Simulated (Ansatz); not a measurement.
# Ti3O4: the cost of one run

Program: Ansatz 0.2.0. Level of theory: DFT PBEsol, scalar-relativistic, plane waves, PAW. These are calculated values, not measurements.

3 further runs of the same task are left out: 1 that didn't finish, 2 set aside as unsound or not needed. Runs told in other sessions of the task aren't counted.

## 1. Starting point

It takes space group I4/mmm (No. 139, tetragonal). Conventional cell: a = 4.100 Å, b = 4.100 Å, c = 8.098 Å, α = 90.00°, β = 90.00°, γ = 90.00°. Ti (site symmetry -4m2) is surrounded by 6 O at 2.02 to 2.05 Å. Around Ti (site symmetry 4/mmm) lie 6 O at 2.05 to 2.08 Å. Around O (site symmetry mmm) lie 4 Ti at 2.02 to 2.05 Å. O (site symmetry 4mm) has 5 Ti at 2.05 to 2.08 Å in its first shell of neighbours.

Coordinates:

```cif
data_structure
_symmetry_space_group_name_H-M 'I4/mmm'
_symmetry_Int_Tables_number 139
_cell_length_a 4.1001
_cell_length_b 4.1001
_cell_length_c 8.0977
_cell_angle_alpha 90.000
_cell_angle_beta 90.000
_cell_angle_gamma 90.000
_cell_volume 136.13
loop_
_atom_site_label
_atom_site_type_symbol
_atom_site_symmetry_multiplicity
_atom_site_Wyckoff_symbol
_atom_site_fract_x
_atom_site_fract_y
_atom_site_fract_z
_atom_site_occupancy
Ti1 Ti 4 d 0.50000 0.00000 0.25000 1
Ti2 Ti 2 b 0.50000 0.50000 0.00000 1
O1 O 4 c 0.50000 0.00000 0.00000 1
O2 O 4 e 0.00000 0.00000 0.24269 1
```

It goes back to an entry of the Materials Project, which need not be the stable form.

It is the result of an earlier relaxation at this level (volume 9.72 Å³/atom; gap on the mesh: none (metal)).

## 2. The undisturbed cell

File input.yaml:

```yaml
crystal:
  lattice:
    - [-2.0500366686, 2.0500366686, 4.0488713059]
    - [2.0500366686, -2.0500366686, 4.0488713059]
    - [2.0500366686, 2.0500366686, -4.0488713059]
  atoms:
    - { symbol: Ti, position: [0.25, 0.75, 0.5] }
    - { symbol: Ti, position: [0.5, 0.5, 0.0] }
    - { symbol: Ti, position: [0.75, 0.25, 0.5] }
    - { symbol: O, position: [0.0, 0.5, 0.5] }
    - { symbol: O, position: [0.2426947648, 0.2426947648, 0.0] }
    - { symbol: O, position: [0.5, 0.0, 0.5] }
    - { symbol: O, position: [0.7573052352, 0.7573052352, 0.0] }
basis:
  ecutwfc: 420
kpoints:
  mp_grid: { grid: [14, 14, 14] }
hamiltonian:
  xc: pbesol
scf:
  occupations: { method: gaussian, width: 0.15 }
output:
  forces: true
  stress: true
  eigenvalues: true
  write_density: true
  write_potential: true
  elf: true
  volumetric_format: npy
```

Started as:

```sh
$ ansatz run input.yaml --threads 2 --pin off --max-ram 5120MiB --backend cpu --events-out ev --progress --plain --runs-dir out
```

What time and memory should one allow on 2 threads of Intel Xeon at 2.50GHz (Skylake/Cascade Lake), shared host?

About 45 s, with a peak of 0.71 GiB.
